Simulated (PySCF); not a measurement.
# A gas-phase reaction: Cl2H2OSi + F → Cl2HOSi + FH

Wanted: the reaction energy for `O[SiH](Cl)Cl` + `[F-]` → `[O-][SiH](Cl)Cl` + `F`.

Programs: PySCF 2.14.0. All values are calculated, for the isolated system unless a continuum is named. Atoms count from 0, parts from 1.

## Step 1: The system as given

Each species was relaxed by itself at PBE0-D3(BJ)/def2-SVPD.

## Step 2: Energies of the species: wB97M-D3(BJ)/def2-TZVPD

Job settings and geometry (Å):

```
{"job": {"kind": "react", "xc": "wB97M-D3(BJ)", "basis": "def2-TZVPD"}, "charge": 0, "multiplicity": 1}
-1 Cl2H2OSi charge 0 multiplicity 1
O      0.064980    -1.237890     0.578080
Si    -0.307980     0.181360    -0.173150
Cl     1.300000     1.472380    -0.080420
Cl    -0.718440    -0.279850    -2.126810
H      0.619460    -1.218150     1.362470
H     -1.476680     0.868070     0.411140

-1 F charge -1 multiplicity 1
F      0.000000     0.000000     0.000000

+1 Cl2HOSi charge -1 multiplicity 1
O     -0.239260     1.520240    -1.036540
Si    -0.081640     0.319020    -0.059190
Cl    -1.588320    -1.217030    -0.221810
Cl     1.710190    -0.858200    -0.309110
H     -0.064620     0.529530     1.420930

+1 FH charge 0 multiplicity 1
F      0.460030    -0.002660     0.007010
H     -0.460030     0.002660    -0.007010
```

With the program's defaults for keys left out, this is: wB97M-D3(BJ)/def2-TZVPD reaction energy of separated species, gas phase.

The run is started by

```bash
OMP_NUM_THREADS=1 python cluster_run.py task.json out
```

One launch serves the whole session: the jobs run in the order shown.

Log:

```text
species 1 (Cl2H2OSi)
coarse grid: 29168 points
cycle   1  E = -1286.5958721221  dE =  3.775e-01  |g| = 7.233e-01  |ddm| = 1.882e+00
cycle   2  E = -1286.5943412749  dE =  1.531e-03  |g| = 8.009e-01  |ddm| = 9.081e-01
cycle   3  E = -1286.7048838713  dE = -1.105e-01  |g| = 6.070e-02  |ddm| = 4.475e-01
cycle   4  E = -1286.7056059571  dE = -7.221e-04  |g| = 2.942e-02  |ddm| = 7.208e-02
cycle   5  E = -1286.7057862998  dE = -1.803e-04  |g| = 3.966e-03  |ddm| = 2.233e-02
cycle   6  E = -1286.7057941225  dE = -7.823e-06  |g| = 1.032e-03  |ddm| = 8.762e-03
final grid: 57376 points
cycle   7  E = -1286.7056938295  dE = -5.069e-07  |g| = 5.962e-04  |ddm| = 2.881e-03
cycle   8  E = -1286.7056939072  dE = -7.774e-08  |g| = 4.516e-04  |ddm| = 9.318e-04
cycle   9  E = -1286.7056939543  dE = -4.709e-08  |g| = 7.873e-05  |ddm| = 3.037e-04
cycle  10  E = -1286.7056939575  dE = -3.114e-09  |g| = 4.791e-05  |ddm| = 1.229e-04
cycle  11  E = -1286.7056939583  dE = -8.329e-10  |g| = 1.315e-05  |ddm| = 7.402e-05
converged SCF energy = -1286.7056939583

species 2 (F)
coarse grid: 5304 points
cycle   1  E = -99.7735595435  dE = -1.701e-01  |g| = 8.390e-01  |ddm| = 3.042e-01
cycle   2  E = -99.4217741307  dE =  3.518e-01  |g| = 1.736e+00  |ddm| = 1.187e+00
cycle   3  E = -99.9129072191  dE = -4.911e-01  |g| = 3.879e-02  |ddm| = 7.668e-01
cycle   4  E = -99.9130379075  dE = -1.307e-04  |g| = 2.144e-02  |ddm| = 3.124e-02
cycle   5  E = -99.9130976974  dE = -5.979e-05  |g| = 1.450e-03  |ddm| = 8.861e-03
cycle   6  E = -99.9130979605  dE = -2.631e-07  |g| = 2.299e-04  |ddm| = 4.862e-04
final grid: 11608 points
cycle   7  E = -99.9130859017  dE =  1.872e-09  |g| = 2.255e-04  |ddm| = 1.777e-04
cycle   8  E = -99.9130858948  dE =  6.925e-09  |g| = 3.200e-04  |ddm| = 1.966e-04
cycle   9  E = -99.9130859089  dE = -1.404e-08  |g| = 1.900e-06  |ddm| = 1.112e-04
cycle  10  E = -99.9130859089  dE = -1.251e-12  |g| = 7.399e-08  |ddm| = 3.603e-06
converged SCF energy = -99.9130859089

species 3 (Cl2HOSi)
coarse grid: 26696 points
cycle   1  E = -1285.9509521327  dE =  1.502e-01  |g| = 1.007e+00  |ddm| = 1.794e+00
cycle   2  E = -1285.6081199569  dE =  3.428e-01  |g| = 1.687e+00  |ddm| = 1.630e+00
cycle   3  E = -1286.1633098545  dE = -5.552e-01  |g| = 1.138e-01  |ddm| = 1.065e+00
cycle   4  E = -1286.1661059628  dE = -2.796e-03  |g| = 5.109e-02  |ddm| = 1.435e-01
cycle   5  E = -1286.1665990432  dE = -4.931e-04  |g| = 7.239e-03  |ddm| = 4.071e-02
cycle   6  E = -1286.1666216957  dE = -2.265e-05  |g| = 2.622e-03  |ddm| = 1.458e-02
cycle   7  E = -1286.1666241952  dE = -2.500e-06  |g| = 7.621e-04  |ddm| = 3.667e-03
final grid: 52000 points
cycle   8  E = -1286.1665044525  dE = -3.166e-07  |g| = 5.710e-04  |ddm| = 2.418e-03
cycle   9  E = -1286.1665044779  dE = -2.539e-08  |g| = 6.134e-04  |ddm| = 7.781e-04
cycle  10  E = -1286.1665045472  dE = -6.933e-08  |g| = 1.199e-04  |ddm| = 3.332e-04
cycle  11  E = -1286.1665045513  dE = -4.117e-09  |g| = 4.631e-05  |ddm| = 1.423e-04
cycle  12  E = -1286.1665045527  dE = -1.350e-09  |g| = 5.739e-06  |ddm| = 1.083e-04
cycle  13  E = -1286.1665045527  dE = -1.251e-11  |g| = 1.594e-06  |ddm| = 1.008e-05
converged SCF energy = -1286.1665045527

species 4 (FH)
coarse grid: 7776 points
cycle   1  E = -100.4688141252  dE = -9.407e-02  |g| = 4.644e-01  |ddm| = 6.197e-01
cycle   2  E = -100.4724955238  dE = -3.681e-03  |g| = 5.038e-01  |ddm| = 3.808e-01
cycle   3  E = -100.5053081199  dE = -3.281e-02  |g| = 2.574e-02  |ddm| = 1.678e-01
cycle   4  E = -100.5053840975  dE = -7.598e-05  |g| = 5.006e-03  |ddm| = 1.077e-02
cycle   5  E = -100.5053887386  dE = -4.641e-06  |g| = 4.334e-04  |ddm| = 3.766e-03
final grid: 16976 points
cycle   6  E = -100.5053937854  dE = -6.398e-08  |g| = 1.076e-04  |ddm| = 8.224e-04
cycle   7  E = -100.5053937888  dE = -3.439e-09  |g| = 8.351e-05  |ddm| = 2.188e-04
cycle   8  E = -100.5053937898  dE = -9.106e-10  |g| = 2.019e-05  |ddm| = 3.763e-05
converged SCF energy = -100.5053937898

Reaction energy = -32.847 kcal/mol
```

Wall time 25 s (1 thread of Arm Neoverse V2, shared host); peak memory 0.65 GiB.

Species by species (with the dispersion term, which the log's SCF energies lack):

| ν | species | energy (Eh) | HOMO (eV) |
| --- | --- | --- | --- |
| -1 | O[SiH](Cl)Cl | -1286.71241 | -11.72 |
| -1 | [F-] | -99.91309 | -2.89 |
| +1 | [O-][SiH](Cl)Cl | -1286.17221 | -5.27 |
| +1 | F | -100.50563 | -14.54 |

## Step 3: Reaction energy: PBE0-D3(BJ)/def2-TZVPD

Same as in step 2 but for these lines:

```diff
@@ -1,2 +1,2 @@
-{"job": {"kind": "react", "xc": "wB97M-D3(BJ)", "basis": "def2-TZVPD"}, "charge": 0, "multiplicity": 1}
+{"job": {"kind": "react", "xc": "PBE0", "basis": "def2-TZVPD", "disp": "d3bj"}, "charge": 0, "multiplicity": 1}
 -1 Cl2H2OSi charge 0 multiplicity 1
```

Level: PBE0-D3(BJ)/def2-TZVPD reaction energy of separated species, gas phase.

Log:

```text
species 1 (Cl2H2OSi)
coarse grid: 7200 points
cycle   1  E = -1285.9450633038  dE =  3.856e-01  |g| = 7.377e-01  |ddm| = 1.957e+00
cycle   2  E = -1285.7810426853  dE =  1.640e-01  |g| = 1.192e+00  |ddm| = 1.107e+00
cycle   3  E = -1286.0432213201  dE = -2.622e-01  |g| = 9.755e-02  |ddm| = 7.090e-01
cycle   4  E = -1286.0450039358  dE = -1.783e-03  |g| = 4.376e-02  |ddm| = 1.070e-01
cycle   5  E = -1286.0453832964  dE = -3.794e-04  |g| = 8.501e-03  |ddm| = 3.613e-02
cycle   6  E = -1286.0454000877  dE = -1.679e-05  |g| = 3.040e-03  |ddm| = 8.246e-03
cycle   7  E = -1286.0454023686  dE = -2.281e-06  |g| = 3.282e-04  |ddm| = 2.175e-03
final grid: 57376 points
cycle   8  E = -1286.0461978868  dE = -2.118e-05  |g| = 5.293e-03  |ddm| = 2.346e-02
cycle   9  E = -1286.0461931590  dE =  4.728e-06  |g| = 7.102e-03  |ddm| = 6.940e-03
cycle  10  E = -1286.0462017738  dE = -8.615e-06  |g| = 9.699e-04  |ddm| = 4.169e-03
cycle  11  E = -1286.0462019192  dE = -1.455e-07  |g| = 1.254e-04  |ddm| = 5.874e-04
cycle  12  E = -1286.0462019226  dE = -3.386e-09  |g| = 4.258e-05  |ddm| = 1.425e-04
cycle  13  E = -1286.0462019231  dE = -4.582e-10  |g| = 1.190e-05  |ddm| = 3.848e-05
converged SCF energy = -1286.0462019231

species 2 (F)
coarse grid: 1088 points
cycle   1  E = -99.6480299908  dE = -8.108e-02  |g| = 8.599e-01  |ddm| = 3.156e-01
cycle   2  E = -97.8823061729  dE =  1.766e+00  |g| = 3.110e+00  |ddm| = 2.037e+00
cycle   3  E = -99.7922027745  dE = -1.910e+00  |g| = 7.027e-02  |ddm| = 1.718e+00
cycle   4  E = -99.7924511220  dE = -2.483e-04  |g| = 5.277e-02  |ddm| = 6.585e-02
cycle   5  E = -99.7928802840  dE = -4.292e-04  |g| = 8.706e-03  |ddm| = 1.832e-02
cycle   6  E = -99.7928921043  dE = -1.182e-05  |g| = 1.037e-03  |ddm| = 3.146e-03
cycle   7  E = -99.7928922756  dE = -1.713e-07  |g| = 4.564e-06  |ddm| = 4.256e-04
final grid: 11608 points
cycle   8  E = -99.7963210859  dE = -3.387e-06  |g| = 9.094e-04  |ddm| = 3.670e-03
cycle   9  E = -99.7963207951  dE =  2.908e-07  |g| = 1.611e-03  |ddm| = 9.527e-04
cycle  10  E = -99.7963211908  dE = -3.957e-07  |g| = 1.338e-04  |ddm| = 7.234e-04
cycle  11  E = -99.7963211937  dE = -2.821e-09  |g| = 9.473e-06  |ddm| = 6.123e-05
cycle  12  E = -99.7963211937  dE = -1.552e-11  |g| = 5.050e-07  |ddm| = 4.784e-06
converged SCF energy = -99.7963211937

species 3 (Cl2HOSi)
coarse grid: 6584 points
cycle   1  E = -1285.2828067070  dE =  2.323e-01  |g| = 1.021e+00  |ddm| = 1.878e+00
cycle   2  E = -1283.3557422058  dE =  1.927e+00  |g| = 2.899e+00  |ddm| = 4.945e+00
cycle   3  E = -1285.4810553078  dE = -2.125e+00  |g| = 2.531e-01  |ddm| = 4.770e+00
cycle   4  E = -1285.4935313875  dE = -1.248e-02  |g| = 1.683e-01  |ddm| = 3.693e-01
cycle   5  E = -1285.4995207898  dE = -5.989e-03  |g| = 2.910e-02  |ddm| = 1.355e-01
cycle   6  E = -1285.4996905887  dE = -1.698e-04  |g| = 1.254e-02  |ddm| = 2.631e-02
cycle   7  E = -1285.4997312807  dE = -4.069e-05  |g| = 2.109e-03  |ddm| = 8.336e-03
cycle   8  E = -1285.4997321603  dE = -8.796e-07  |g| = 4.925e-04  |ddm| = 1.829e-03
final grid: 52000 points
cycle   9  E = -1285.5024720449  dE = -8.205e-06  |g| = 8.692e-03  |ddm| = 2.197e-02
cycle  10  E = -1285.5024249943  dE =  4.705e-05  |g| = 1.786e-02  |ddm| = 1.482e-02
cycle  11  E = -1285.5024844679  dE = -5.947e-05  |g| = 1.231e-03  |ddm| = 1.054e-02
cycle  12  E = -1285.5024847029  dE = -2.350e-07  |g| = 2.029e-04  |ddm| = 8.866e-04
cycle  13  E = -1285.5024847131  dE = -1.022e-08  |g| = 5.338e-05  |ddm| = 1.942e-04
cycle  14  E = -1285.5024847138  dE = -7.610e-10  |g| = 1.064e-05  |ddm| = 4.409e-05
converged SCF energy = -1285.5024847138

species 4 (FH)
coarse grid: 1712 points
cycle   1  E = -100.3541505012  dE = -3.604e-02  |g| = 4.958e-01  |ddm| = 6.253e-01
cycle   2  E = -100.3146328455  dE =  3.952e-02  |g| = 7.430e-01  |ddm| = 5.125e-01
cycle   3  E = -100.3938747614  dE = -7.924e-02  |g| = 2.284e-02  |ddm| = 2.892e-01
cycle   4  E = -100.3939503157  dE = -7.555e-05  |g| = 4.205e-03  |ddm| = 9.787e-03
cycle   5  E = -100.3939522996  dE = -1.984e-06  |g| = 3.557e-04  |ddm| = 1.246e-03
final grid: 16976 points
cycle   6  E = -100.3948398854  dE = -1.861e-05  |g| = 4.007e-03  |ddm| = 7.555e-03
cycle   7  E = -100.3948379494  dE =  1.936e-06  |g| = 5.513e-03  |ddm| = 3.361e-03
cycle   8  E = -100.3948420604  dE = -4.111e-06  |g| = 9.865e-05  |ddm| = 2.018e-03
cycle   9  E = -100.3948420616  dE = -1.263e-09  |g| = 1.771e-05  |ddm| = 3.902e-05
cycle  10  E = -100.3948420617  dE = -4.712e-11  |g| = 3.065e-06  |ddm| = 1.022e-05
converged SCF energy = -100.3948420617

Reaction energy = -34.072 kcal/mol
```

Wall time 12 s (1 thread of Arm Neoverse V2, shared host); peak memory 0.62 GiB.

Reaction energy at this level: -34.07 kcal/mol.

## Step 4: Energies of the species: MP2/def2-TZVPD

Same as in step 3 but for these lines:

```diff
@@ -1,2 +1,2 @@
-{"job": {"kind": "react", "xc": "PBE0", "basis": "def2-TZVPD", "disp": "d3bj"}, "charge": 0, "multiplicity": 1}
+{"job": {"kind": "react", "xc": "MP2", "basis": "def2-TZVPD"}, "charge": 0, "multiplicity": 1}
 -1 Cl2H2OSi charge 0 multiplicity 1
```

Level: MP2/def2-TZVPD reaction energy of separated species, gas phase.

Log:

```text
species 1 (Cl2H2OSi)
final grid: 57376 points
cycle   1  E = -1284.1103371048  dE =  3.480e-01  |g| = 5.907e-01  |ddm| = 1.854e+00
cycle   2  E = -1284.1719830384  dE = -6.165e-02  |g| = 3.509e-01  |ddm| = 6.071e-01
cycle   3  E = -1284.1951088840  dE = -2.313e-02  |g| = 4.588e-02  |ddm| = 2.302e-01
cycle   4  E = -1284.1958200333  dE = -7.111e-04  |g| = 1.548e-02  |ddm| = 6.433e-02
cycle   5  E = -1284.1958998199  dE = -7.979e-05  |g| = 4.618e-03  |ddm| = 1.775e-02
cycle   6  E = -1284.1959102024  dE = -1.038e-05  |g| = 1.268e-03  |ddm| = 6.600e-03
cycle   7  E = -1284.1959115364  dE = -1.334e-06  |g| = 3.511e-04  |ddm| = 2.140e-03
cycle   8  E = -1284.1959116325  dE = -9.608e-08  |g| = 8.586e-05  |ddm| = 6.223e-04
cycle   9  E = -1284.1959116366  dE = -4.112e-09  |g| = 1.754e-05  |ddm| = 1.430e-04
cycle  10  E = -1284.1959116368  dE = -1.905e-10  |g| = 3.811e-06  |ddm| = 3.677e-05
converged SCF energy = -1284.1959116368

species 2 (F)
final grid: 11608 points
cycle   1  E = -99.3592696078  dE = -3.000e-01  |g| = 7.108e-01  |ddm| = 3.059e-01
cycle   2  E = -99.3903756058  dE = -3.111e-02  |g| = 6.853e-01  |ddm| = 5.988e-01
cycle   3  E = -99.4557536270  dE = -6.538e-02  |g| = 2.437e-02  |ddm| = 2.430e-01
cycle   4  E = -99.4558111344  dE = -5.751e-05  |g| = 6.431e-03  |ddm| = 1.091e-02
cycle   5  E = -99.4558164541  dE = -5.320e-06  |g| = 3.885e-04  |ddm| = 2.877e-03
cycle   6  E = -99.4558165090  dE = -5.484e-08  |g| = 8.773e-05  |ddm| = 6.183e-04
cycle   7  E = -99.4558165112  dE = -2.184e-09  |g| = 5.920e-06  |ddm| = 1.392e-04
cycle   8  E = -99.4558165112  dE = -7.446e-12  |g| = 2.351e-07  |ddm| = 6.363e-06
converged SCF energy = -99.4558165112

species 3 (Cl2HOSi)
final grid: 52000 points
cycle   1  E = -1283.4916755811  dE =  4.618e-02  |g| = 8.139e-01  |ddm| = 1.769e+00
cycle   2  E = -1283.5370472043  dE = -4.537e-02  |g| = 7.422e-01  |ddm| = 1.036e+00
cycle   3  E = -1283.6389776569  dE = -1.019e-01  |g| = 5.446e-02  |ddm| = 4.944e-01
cycle   4  E = -1283.6401204481  dE = -1.143e-03  |g| = 2.105e-02  |ddm| = 8.370e-02
cycle   5  E = -1283.6402739081  dE = -1.535e-04  |g| = 4.897e-03  |ddm| = 2.619e-02
cycle   6  E = -1283.6402902529  dE = -1.634e-05  |g| = 1.639e-03  |ddm| = 9.509e-03
cycle   7  E = -1283.6402921644  dE = -1.911e-06  |g| = 6.047e-04  |ddm| = 2.770e-03
cycle   8  E = -1283.6402924075  dE = -2.430e-07  |g| = 1.690e-04  |ddm| = 1.167e-03
cycle   9  E = -1283.6402924231  dE = -1.566e-08  |g| = 3.085e-05  |ddm| = 3.177e-04
cycle  10  E = -1283.6402924238  dE = -7.039e-10  |g| = 9.506e-06  |ddm| = 7.186e-05
converged SCF energy = -1283.6402924238

species 4 (FH)
final grid: 16976 points
cycle   1  E = -100.0371206291  dE = -1.649e-01  |g| = 4.007e-01  |ddm| = 6.032e-01
cycle   2  E = -100.0578881577  dE = -2.077e-02  |g| = 2.336e-01  |ddm| = 2.533e-01
cycle   3  E = -100.0646343990  dE = -6.746e-03  |g| = 2.356e-02  |ddm| = 8.091e-02
cycle   4  E = -100.0647518237  dE = -1.174e-04  |g| = 6.199e-03  |ddm| = 1.253e-02
cycle   5  E = -100.0647675346  dE = -1.571e-05  |g| = 1.459e-03  |ddm| = 5.121e-03
cycle   6  E = -100.0647688075  dE = -1.273e-06  |g| = 2.290e-04  |ddm| = 1.848e-03
cycle   7  E = -100.0647688418  dE = -3.438e-08  |g| = 1.958e-05  |ddm| = 4.211e-04
cycle   8  E = -100.0647688420  dE = -1.854e-10  |g| = 2.360e-06  |ddm| = 2.495e-05
converged SCF energy = -100.0647688420

Reaction energy = -35.541 kcal/mol
```

Wall time 5.9 s (1 thread of Arm Neoverse V2, shared host); peak memory 0.5 GiB.

Reaction energy at this level: -35.54 kcal/mol.

## Step 5: Comparing the runs

Energies in kcal/mol, with wall time:

| run | reaction | time |
| --- | --- | --- |
| wB97M-D3(BJ)/def2-TZVPD | -32.85 | 25 s |
| PBE0-D3(BJ)/def2-TZVPD | -34.07 | 12 s |
| MP2/def2-TZVPD | -35.54 | 5.9 s |

## Step 6: What came out

| quantity | value |
| --- | --- |
| reaction energy (wB97M-D3(BJ)/def2-TZVPD) | -32.85 kcal/mol |
| ΔH, ΔG at 298 K (xTB thermal terms) | -33.6, -35.0 kcal/mol |
| range of the reaction energy over the runs of this table | -35.54 to -32.85 kcal/mol |

The reaction is exothermic by 33.6 kcal/mol in the gas phase; dispersion gives +0.49, and xTB itself gave -39.46 for the electronic energy (xTB energies and thermal terms come from the earlier relaxation of each species, not shown). No barrier was sought. The reaction energy runs from -35.54 (MP2/def2-TZVPD) to -32.85 kcal/mol (wB97M-D3(BJ)/def2-TZVPD).
